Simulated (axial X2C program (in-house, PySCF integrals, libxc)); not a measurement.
# NbB⁺: bond curves with and without spin–orbit coupling

Aim: find the lowest determinant of NbB⁺, scan the bond at several levels and fit the constants, once spin-free and once with spin–orbit coupling.

The runs use an in-house X2C program for linear molecules on PySCF integrals; all-electron X2C, Nb dyall-cv3z, B dyall-v3z.

All values are calculated.

## Step 1: Set-up

Input file task.json:

```json
{"zs": [41, 5], "q": 1, "bas": ["dyall-cv3z", "dyall-v3z"], "levels": ["PBE0", "HF", "BP86"], "cc": true, "r0": 2.32, "thr": -2.0, "nmax": 90, "npts": 10, "nst": 2, "ntry": 6}
```

Keys: zs atomic numbers; q charge; bas basis sets; levels methods (HF also brings MP2); cc coupled cluster on or off; r0 starting distance in Å; thr threshold in hartree for freezing inner shells (an s shell follows its p shell); nmax most natural virtual spinors; npts points asked for on the curve; nst determinants followed; ntry starts of the search.

Command:

```bash
$ python so2c.py task.json out
```

Spin-free means the one-electron spin-free X2C Hamiltonian; two-component (2c) means X2C with spin–orbit coupling and atomic mean-field two-electron Coulomb and Gaunt terms. Basis: Nb dyall-cv3z contracted to [11s12p9d5f3g], B dyall-v3z contracted to [7s6p2d1f]; Gaussian nuclei, density fitting. Masses: Nb 92.906 u, B 11.009 u.

Notation: σ, π±, δ± give the projection m of an orbital's angular momentum (0, ±1, ±2), α and β its spin, Λ and M_S the sums; ω is the projection of a spinor's total angular momentum and Ω the sum. Logs are in hartree.

The results follow Hamiltonian by Hamiltonian and level by level.

## Step 2: Which state to follow

PBE0 moves the distance from 2.320 Å to 2.099 Å and compares determinants there.

Spin-free determinants:

| ΔE (eV) | state | open shells |
| --- | --- | --- |
| 0.00 | M_S = 5/2, Λ = 0 | beyond closed shells: σα, π+α, π-α, δ+α, δ-α |
| 0.40 | M_S = 5/2, Λ = 2 | beyond closed shells: 2 × σα, π+α, π-α, δ+α |
| 0.54 | M_S = 3/2, Λ = 0 | beyond closed shells: σβ, π+α, π-α, δ+α, δ-α |
| 0.64 | M_S = 3/2, Λ = 2 | beyond closed shells: π+α, π-α, δ+α |
| 0.70 | M_S = 3/2, Λ = 3 | beyond closed shells: σα, π+α, π+β, π-α, δ+α |
| 0.70 | M_S = 3/2, Λ = 1 | beyond closed shells: σα, π+α, π-α, π-β, δ+α |
| 1.49 | M_S = 5/2, Λ = 1 | beyond closed shells: 2 × σα, π+α, δ+α, δ-α |

Two-component determinants:

```tsv
ΔE (eV)	state	open shells
0.00	Ω = 5/2	excess of +ω over −ω: ω = 5/2
0.34	Ω = 1/2	excess of +ω over −ω: ω = 1/2
0.47	Ω = 9/2	excess of +ω over −ω: ω = 1/2, ω = 3/2, ω = 5/2
0.54	Ω = 3/2	excess of +ω over −ω: 2 × ω = -1/2, ω = 5/2
0.66	Ω = 3/2	excess of +ω over −ω: ω = 3/2
0.70	Ω = 7/2	excess of +ω over −ω: ω = -1/2, ω = 3/2, ω = 5/2
1.20	Ω = 7/2	excess of +ω over −ω: 2 × ω = 1/2, ω = 5/2
```

## Step 3: PBE0, spin-free

State followed: M_S = 5/2, Λ = 0 (beyond closed shells: σα, π+α, π-α, δ+α, δ-α). The scan is laid around 2.099 Å, a first estimate of the minimum, and this SCF restarts from the orbitals of the search.

Output at 2.099 Å:

```text
spin-free X2C-1e  PBE0
basis functions 196  fitting functions 967  grid points 5078
iter        total energy     max residual
   1      -3843.560912603     5.58e-05
   2      -3843.560912630     2.30e-05
   3      -3843.560912637     2.68e-05
   4      -3843.560912639     1.93e-05
converged
one-electron -5396.24396684  Coulomb 1624.41477712  exact exchange -30.36702550  xc functional -93.04708344  nuclear repulsion 51.68238601
```

Along the bond, energies from the lowest point:

| R (Å) | E (eV) | μ (D) | HOMO (eV) | LUMO (eV) | iterations |
| --- | --- | --- | --- | --- | --- |
| 1.973 | 0.1073 | -1.68 | -11.38 | -8.80 | 38 |
| 2.036 | 0.0222 | -1.64 | -11.35 | -8.80 | 32 |
| 2.099 | 0.0000 | -1.57 | -11.33 | -8.79 | 4 |
| 2.172 | 0.0328 | -1.45 | -11.29 | -8.76 | 33 |
| 2.246 | 0.1103 | -1.30 | -11.24 | -8.72 | 37 |
| 2.340 | 0.2524 | -1.06 | -11.16 | -8.64 | 33 |

Dipoles are positive if B is the positive end and refer to the centre of mass.

Outer orbitals at the reference distance:

| symmetry | occupied | ε (eV) | atomic character |
| --- | --- | --- | --- |
| σα | yes | -17.63 | 55% B s, 20% Nb d, 10% Nb p |
| σβ | yes | -15.38 | 53% B s, 18% Nb d, 11% Nb s |
| π-α | yes | -12.29 | 66% Nb d, 29% B p, 2% B d |
| π+α | yes | -12.29 | 66% Nb d, 29% B p, 2% B d |
| σα | yes | -12.21 | 50% B p, 35% Nb d, 9% B s |
| δ-α | yes | -11.33 | 99% Nb d |
| δ+α | yes | -11.33 | 99% Nb d |
| σα | no | -8.79 | 52% Nb s, 26% Nb d, 18% B p |
| π-β | no | -8.03 | 50% Nb d, 44% B p, 3% Nb p |
| π+β | no | -8.03 | 50% Nb d, 44% B p, 3% Nb p |
| σβ | no | -7.62 | 40% B p, 37% Nb d, 10% B s |

PBE0 fields in the half plane through the axis: z from -2.4 to 4.2 Å across, distance from the axis 0.15 to 2.25 Å upwards; Nb lies at z = 0 and B at z = 2.099 Å; the ELF is damped to zero where the density is low.

log10 density (e/bohr³). Ten even steps from ' ' (-4.94 ) to '@' (1.63 ):
```
      ....::::::::::::::::::::::::::......    
  ....::::::--------------------::::::::....  
  ..::::::------====------------------::::....
....::----==========================----::::..
..::::--====++++++++++++++++++++======----::::
..::----==++**********++++++++++++++====----::
::::--====++**######****++++++++++++++==----::
::::--==++**##%%@@%%##********%%**++++====--::
```

ELF. Ten even steps from '0' (0.00 ) to '9' (1.00 ):
```
00000000000000000000000
00000000000112222110000
00000001111134554443100
00000112221246777776410
00001134442257888898740
00001357774368878999972
00012575266368303999984
00013673436467091899995
```

Re = 2.094 Å, ωe = 578 cm⁻¹, ωexe = 4.17 cm⁻¹, Be = 0.3906 cm⁻¹, De = 3.02 eV, μ = -1.57 D.

## Step 4: HF, spin-free

The SCF at the reference distance of 2.099 Å:

```text
spin-free X2C-1e  HF
basis functions 196  fitting functions 967  grid points 5078
iter        total energy     max residual
   1      -3841.614905685     3.62e-01
   2      -3841.635180407     7.85e-03
   3      -3841.637618213     3.56e-02
   4      -3841.639786754     2.68e-02
   5      -3841.641758510     6.44e-03
   6      -3841.642731909     1.09e-02
   7      -3841.643163406     5.55e-03
   8      -3841.643188040     6.68e-04
   9      -3841.643193033     6.42e-04
  10      -3841.643193734     3.03e-04
  11      -3841.643193948     4.29e-05
  12      -3841.643193984     6.32e-05
  13      -3841.643194000     2.22e-05
  14      -3841.643194004     4.71e-06
  15      -3841.643194004     5.93e-06
  16      -3841.643194004     1.76e-06
converged
one-electron -5395.90854437  Coulomb 1624.15090637  exact exchange -121.56794202  xc functional 0.00000000  nuclear repulsion 51.68238601
```

No constants are quoted: the lowest point is the long end of the scan.

## Step 5: BP86, spin-free

Output at 2.099 Å:

```text
spin-free X2C-1e  BP86
basis functions 196  fitting functions 967  grid points 5078
iter        total energy     max residual
   1      -3844.382747025     1.76e-01
   2      -3844.386465084     2.68e-03
   3      -3844.386536095     5.24e-03
   4      -3844.386568029     1.63e-03
   5      -3844.386582803     1.28e-03
   6      -3844.386590466     5.80e-04
   7      -3844.386591455     1.01e-04
   8      -3844.386591560     4.80e-05
   9      -3844.386591571     1.40e-05
  10      -3844.386591573     2.65e-06
converged
one-electron -5396.22647776  Coulomb 1624.38708642  exact exchange 0.00000000  xc functional -124.22958624  nuclear repulsion 51.68238601
```

Re = 2.110 Å, ωe = 580 cm⁻¹, Be = 0.3846 cm⁻¹, De = 3.48 eV, μ = -1.31 D.

## Step 6: MP2 and beyond, spin-free

Correlated methods: 15 electrons correlated (frozen shells, counted by type: Nb 3 s, 2 p, 1 d; B 1 s), 273 virtual spinors in MP2, 90 natural virtuals in coupled cluster.

Output of the correlated part at 2.099 Å:

```text
correlated 15  virtual 273  natural virtual 90  E(MP2) -0.404488749  MP2 remainder -0.020775907
iter   CCSD correlation   residual
   1     -0.391816618   1.33e-01
   2     -0.402634738   6.60e-02
   3     -0.406229597   3.66e-02
   4     -0.407058477   2.00e-02
   5     -0.407823679   9.82e-03
   6     -0.408074393   4.08e-03
   7     -0.408091557   1.37e-03
   8     -0.408110511   5.72e-04
   9     -0.408097797   2.16e-04
  10     -0.408100312   8.77e-05
  11     -0.408098980   4.15e-05
  12     -0.408099522   1.96e-05
  13     -0.408099475   8.59e-06
  14     -0.408099503   3.29e-06
  15     -0.408099550   1.31e-06
  16     -0.408099569   5.49e-07
(T) -0.017056034  T1 0.0520  D1 0.1539  max T2 0.088
```

T1 in the output is the amplitude norm over the root of the electron number; divide by √2 for the Lee–Taylor value.

MP2: No constants are quoted: the lowest point is the short end of the scan.

CCSD: Re = 2.106 Å, ωe = 524 cm⁻¹, Be = 0.386 cm⁻¹, De = 2.45 eV. T1 at Re = 0.037 (Lee–Taylor, the printed value over √2).

CCSD(T): Re = 2.087 Å, ωe = 561 cm⁻¹, ωexe = 4.06 cm⁻¹, Be = 0.3933 cm⁻¹, De = 2.67 eV. T1 at Re = 0.037 (Lee–Taylor, the printed value over √2).

## Step 7: A higher determinant, spin-free

State: M_S = 5/2, Λ = 2 (beyond closed shells: 2 × σα, π+α, π-α, δ+α).

Output at the reference distance:

```text
spin-free X2C-1e  PBE0
basis functions 196  fitting functions 967  grid points 5078
iter        total energy     max residual
   1      -3843.546294696     3.13e-05
   2      -3843.546294696     2.61e-05
   3      -3843.546294702     1.17e-05
converged
one-electron -5393.77544010  Coulomb 1621.86264262  exact exchange -30.34700607  xc functional -92.96887716  nuclear repulsion 51.68238601
```

| R (Å) | E above the lowest PBE0 point (eV) |
| --- | --- |
| 1.973 | 0.633 |
| 2.036 | 0.479 |
| 2.099 | 0.398 |
| 2.172 | 0.372 |
| 2.246 | 0.403 |
| 2.340 | 0.497 |

Re = 2.165 Å, ωe = 540 cm⁻¹, Be = 0.3653 cm⁻¹, μ = -0.65 D. Te = 0.37 eV.

## Step 8: The spin-free curves together

Energy (eV) of the followed determinant, spin-free, from each level's lowest point:

| R (Å) | PBE0 | HF | MP2 | CCSD | CCSD(T) | BP86 |
| --- | --- | --- | --- | --- | --- | --- |
| 1.973 | 0.107 | 0.518 | 0.000 | 0.108 | 0.087 | 0.140 |
| 2.036 | 0.022 | 0.338 | 0.011 | 0.027 | 0.015 | 0.037 |
| 2.099 | 0.000 | 0.203 | 0.053 | 0.000 | 0.000 | 0.000 |
| 2.172 | 0.033 | 0.096 | 0.130 | 0.019 | 0.036 | 0.021 |
| 2.246 | 0.110 | 0.033 | 0.229 | 0.078 | 0.113 | 0.091 |
| 2.340 | 0.252 | 0.000 | 0.377 | 0.190 | 0.251 | 0.230 |

## Step 9: PBE0, 2c

State followed: Ω = 5/2 (excess of +ω over −ω: ω = 5/2). The scan is laid around 2.099 Å, a first estimate of the minimum, and this SCF restarts from the orbitals of the search.

Output at 2.099 Å:

```text
two-component X2C + atomic mean field  PBE0
basis functions 196  fitting functions 967  grid points 5078
iter        total energy     max residual
   1      -3842.068483145     8.23e-05
   2      -3842.068483209     7.12e-05
   3      -3842.068483245     2.94e-05
   4      -3842.068483252     8.58e-06
converged
one-electron -5392.28494240  Coulomb 1623.63549380  exact exchange -30.35284627  xc functional -93.00429311  nuclear repulsion 51.68238601  atomic mean-field constant -1.74428129
```

Along the bond, energies from the lowest point:

| R (Å) | E (eV) | μ (D) | HOMO (eV) | LUMO (eV) | iterations |
| --- | --- | --- | --- | --- | --- |
| 1.973 | 0.1055 | -1.67 | -11.31 | -8.80 | 36 |
| 2.036 | 0.0215 | -1.63 | -11.29 | -8.80 | 31 |
| 2.099 | 0.0000 | -1.56 | -11.26 | -8.79 | 4 |
| 2.172 | 0.0334 | -1.45 | -11.22 | -8.76 | 48 |
| 2.246 | 0.1112 | -1.29 | -11.17 | -8.72 | 35 |
| 2.340 | 0.2535 | -1.06 | -11.10 | -8.64 | 34 |

Dipoles are positive if B is the positive end and refer to the centre of mass.

Outer spinors at the reference distance:

| ω | occupied | ε (eV) | atomic character | λ mixture |
| --- | --- | --- | --- | --- |
| 1/2 | yes | -17.62 | 55% B s, 20% Nb d, 10% Nb p | 100% σ |
| -1/2 | yes | -15.38 | 53% B s, 18% Nb d, 11% Nb s | 100% σ |
| -1/2 | yes | -12.32 | 66% Nb d, 29% B p, 2% B d | 100% π |
| 3/2 | yes | -12.27 | 65% Nb d, 29% B p | 100% π |
| 1/2 | yes | -12.21 | 50% B p, 35% Nb d, 9% B s | 100% σ |
| -3/2 | yes | -11.40 | 99% Nb d | 100% δ |
| 5/2 | yes | -11.26 | 99% Nb d | 100% δ |
| 1/2 | no | -8.79 | 52% Nb s, 26% Nb d, 18% B p | 100% σ |
| 1/2 | no | -8.05 | 50% Nb d, 43% B p, 3% Nb p | 100% π |
| -3/2 | no | -8.02 | 49% Nb d, 44% B p, 3% Nb p | 100% π |
| -1/2 | no | -7.62 | 40% B p, 37% Nb d, 10% B s | 99% σ, 1% π |

PBE0 fields in the half plane through the axis: z from -2.4 to 4.2 Å across, distance from the axis 0.15 to 2.25 Å upwards; Nb lies at z = 0 and B at z = 2.099 Å; the ELF is damped to zero where the density is low.

log10 density (e/bohr³). Ten even steps from ' ' (-4.94 ) to '@' (1.63 ):
```
      ....::::::::::::::::::::::::::......    
  ....::::::--------------------::::::::....  
  ..::::::------====------------------::::....
....::----==========================----::::..
..::::--====++++++++++++++++++++======----::::
..::----==++**********++++++++++++++====----::
::::--====++**######****++++++++++++++==----::
::::--==++**##%%@@%%##********%%**++++====--::
```

ELF. Ten even steps from '0' (0.00 ) to '9' (1.00 ):
```
00000000000000000000000
00000000000112222110000
00000001111134554443100
00000112221246777776410
00001134442257888898740
00001357774368878999972
00012575256368303999984
00013673436467091899995
```

Re = 2.093 Å, ωe = 578 cm⁻¹, ωexe = 4.17 cm⁻¹, Be = 0.3909 cm⁻¹, De = 3.02 eV, μ = -1.57 D.

## Step 10: HF, 2c

Output at 2.099 Å:

```text
two-component X2C + atomic mean field  HF
basis functions 196  fitting functions 967  grid points 5078
iter        total energy     max residual
   1      -3840.122728968     3.62e-01
   2      -3840.143028504     7.97e-03
   3      -3840.145470737     3.56e-02
   4      -3840.147638032     2.67e-02
   5      -3840.149613533     6.46e-03
   6      -3840.150594047     1.09e-02
   7      -3840.151031242     5.66e-03
   8      -3840.151057123     6.77e-04
   9      -3840.151062714     6.98e-04
  10      -3840.151063683     3.62e-04
  11      -3840.151064137     5.77e-05
  12      -3840.151064293     1.42e-04
  13      -3840.151064418     9.00e-05
  14      -3840.151064468     2.57e-05
  15      -3840.151064494     3.11e-05
  16      -3840.151064506     2.84e-05
  17      -3840.151064513     8.15e-06
  18      -3840.151064515     4.97e-06
  19      -3840.151064516     5.83e-06
  20      -3840.151064516     2.77e-06
converged
one-electron -5391.94665077  Coulomb 1623.36886392  exact exchange -121.51138240  xc functional 0.00000000  nuclear repulsion 51.68238601  atomic mean-field constant -1.74428129
```

No constants are quoted: the lowest point is the long end of the scan.

## Step 11: BP86, 2c

Output at 2.099 Å:

```text
two-component X2C + atomic mean field  BP86
basis functions 196  fitting functions 967  grid points 5078
iter        total energy     max residual
   1      -3842.889925304     1.75e-01
   2      -3842.893647118     2.65e-03
   3      -3842.893712187     5.35e-03
   4      -3842.893742350     4.10e-03
   5      -3842.893768201     1.48e-03
   6      -3842.893775850     6.61e-04
   7      -3842.893776993     2.34e-04
   8      -3842.893777228     5.56e-05
   9      -3842.893777308     6.97e-05
  10      -3842.893777355     2.96e-05
  11      -3842.893777365     7.73e-06
  12      -3842.893777366     2.73e-06
converged
one-electron -5392.26324509  Coulomb 1623.60329504  exact exchange 0.00000000  xc functional -124.17193204  nuclear repulsion 51.68238601  atomic mean-field constant -1.74428129
```

Re = 2.109 Å, ωe = 579 cm⁻¹, Be = 0.3849 cm⁻¹, De = 3.48 eV, μ = -1.31 D.

## Step 12: MP2 and beyond, 2c

Correlated methods: 15 electrons correlated (frozen shells, counted by type: Nb 3 s, 2 p, 1 d; B 1 s), 273 virtual spinors in MP2, 90 natural virtuals in coupled cluster.

Output of the correlated part at 2.099 Å:

```text
correlated 15  virtual 273  natural virtual 90  E(MP2) -0.404570726  MP2 remainder -0.020773804
iter   CCSD correlation   residual
   1     -0.391883324   1.33e-01
   2     -0.402707879   6.60e-02
   3     -0.406312126   3.67e-02
   4     -0.407145464   2.01e-02
   5     -0.407916037   9.89e-03
   6     -0.408169561   4.16e-03
   7     -0.408187898   1.48e-03
   8     -0.408208145   7.13e-04
   9     -0.408193735   3.92e-04
  10     -0.408197447   2.75e-04
  11     -0.408194420   1.89e-04
  12     -0.408196376   1.06e-04
  13     -0.408196746   5.11e-05
  14     -0.408196904   2.73e-05
  15     -0.408197194   1.36e-05
  16     -0.408197353   6.74e-06
  17     -0.408197404   3.43e-06
  18     -0.408197491   2.01e-06
  19     -0.408197515   1.30e-06
  20     -0.408197550   8.05e-07
  21     -0.408197558   4.92e-07
(T) -0.017071487  T1 0.0523  D1 0.1542  max T2 0.087
```

MP2: No constants are quoted: the lowest point is the short end of the scan.

CCSD: Re = 2.105 Å, ωe = 523 cm⁻¹, Be = 0.3863 cm⁻¹, De = 2.42 eV. T1 at Re = 0.037 (Lee–Taylor, the printed value over √2).

CCSD(T): Re = 2.086 Å, ωe = 561 cm⁻¹, ωexe = 4.06 cm⁻¹, Be = 0.3937 cm⁻¹, De = 2.64 eV. T1 at Re = 0.037 (Lee–Taylor, the printed value over √2).

## Step 13: A higher determinant, 2c

State: Ω = 1/2 (excess of +ω over −ω: ω = 1/2).

Output at the reference distance:

```text
two-component X2C + atomic mean field  PBE0
basis functions 196  fitting functions 967  grid points 5078
iter        total energy     max residual
   1      -3842.056086226     1.28e-05
   2      -3842.056086229     6.58e-06
converged
one-electron -5389.84955295  Coulomb 1621.11515369  exact exchange -30.33297144  xc functional -92.92682026  nuclear repulsion 51.68238601  atomic mean-field constant -1.74428129
```

| R (Å) | E above the lowest PBE0 point (eV) |
| --- | --- |
| 1.973 | 0.445 |
| 2.036 | 0.418 |
| 2.099 | 0.337 |
| 2.172 | 0.313 |
| 2.246 | 0.343 |
| 2.340 | 0.437 |

No constants are quoted: the solution changes its character somewhere along the scan, so the fit is set aside.

## Step 14: The 2c curves together

Energy (eV) of the followed determinant, 2c, from each level's lowest point:

| R (Å) | PBE0 | HF | MP2 | CCSD | CCSD(T) | BP86 |
| --- | --- | --- | --- | --- | --- | --- |
| 1.973 | 0.105 | 0.517 | 0.000 | 0.106 | 0.085 | 0.137 |
| 2.036 | 0.022 | 0.337 | 0.013 | 0.026 | 0.014 | 0.036 |
| 2.099 | 0.000 | 0.203 | 0.055 | 0.000 | 0.000 | 0.000 |
| 2.172 | 0.033 | 0.097 | 0.132 | 0.020 | 0.037 | 0.021 |
| 2.246 | 0.111 | 0.033 | 0.232 | 0.079 | 0.114 | 0.092 |
| 2.340 | 0.254 | 0.000 | 0.380 | 0.191 | 0.252 | 0.232 |

Time for the job: 4.6 min (1 thread of Arm Neoverse V1, shared host); peak memory 0.97 GiB.

## Step 15: Results

Lowest determinant that the search found at its distance, spin-free: M_S = 5/2, Λ = 0 (beyond closed shells: σα, π+α, π-α, δ+α, δ-α).

Lowest determinant that the search found at its distance, 2c: Ω = 5/2 (excess of +ω over −ω: ω = 5/2).

```
Hamiltonian    level  Re (Å)  ωe (cm⁻¹)  De (eV)  μ (D)
  spin-free     PBE0   2.094        578     3.02  -1.57
  spin-free     CCSD   2.106        524     2.45    n/a
  spin-free  CCSD(T)   2.087        561     2.67    n/a
  spin-free     BP86   2.110        580     3.48  -1.31
         2c     PBE0   2.093        578     3.02  -1.57
         2c     CCSD   2.105        523     2.42    n/a
         2c  CCSD(T)   2.086        561     2.64    n/a
         2c     BP86   2.109        579     3.48  -1.31
```

Dipoles are positive if B is the positive end and refer to the centre of mass. No constants: spin-free HF (the lowest point is the long end of the scan); spin-free MP2 (the lowest point is the short end of the scan); 2c HF (the lowest point is the long end of the scan); 2c MP2 (the lowest point is the short end of the scan).

Time per point (s) on 1 thread of Arm Neoverse V1, shared host (2c runs; CCSD comes with the CCSD(T) run); the times are rough: PBE0 1.8, CCSD(T) 10, BP86 0.92.

At CCSD(T), going from spin-free to two-component changes Re by -1 mÅ, ωe by -0.1 %, which is small (part of it comes from the scalar share of the two-electron terms). De moves by -0.03 eV; both De rest on single-determinant atoms, which can miss part of an open shell's spin–orbit lowering.

De refers to Nb+ + B, each in the lowest determinant found, which need not be this curve's own limit. The state is a single determinant with fixed occupations, the lowest that a limited PBE0 search found. Dissociation energies refer to the lowest single-determinant-based atoms at the same level and basis. Density functionals use the spin component along the axis (collinear). CCSD and (T) use frozen natural virtuals with an MP2 correction for the truncation. With several unpaired electrons one determinant need not be a pure state. T1 at Re is 0.037 (Lee–Taylor), above the customary mark of 0.02.
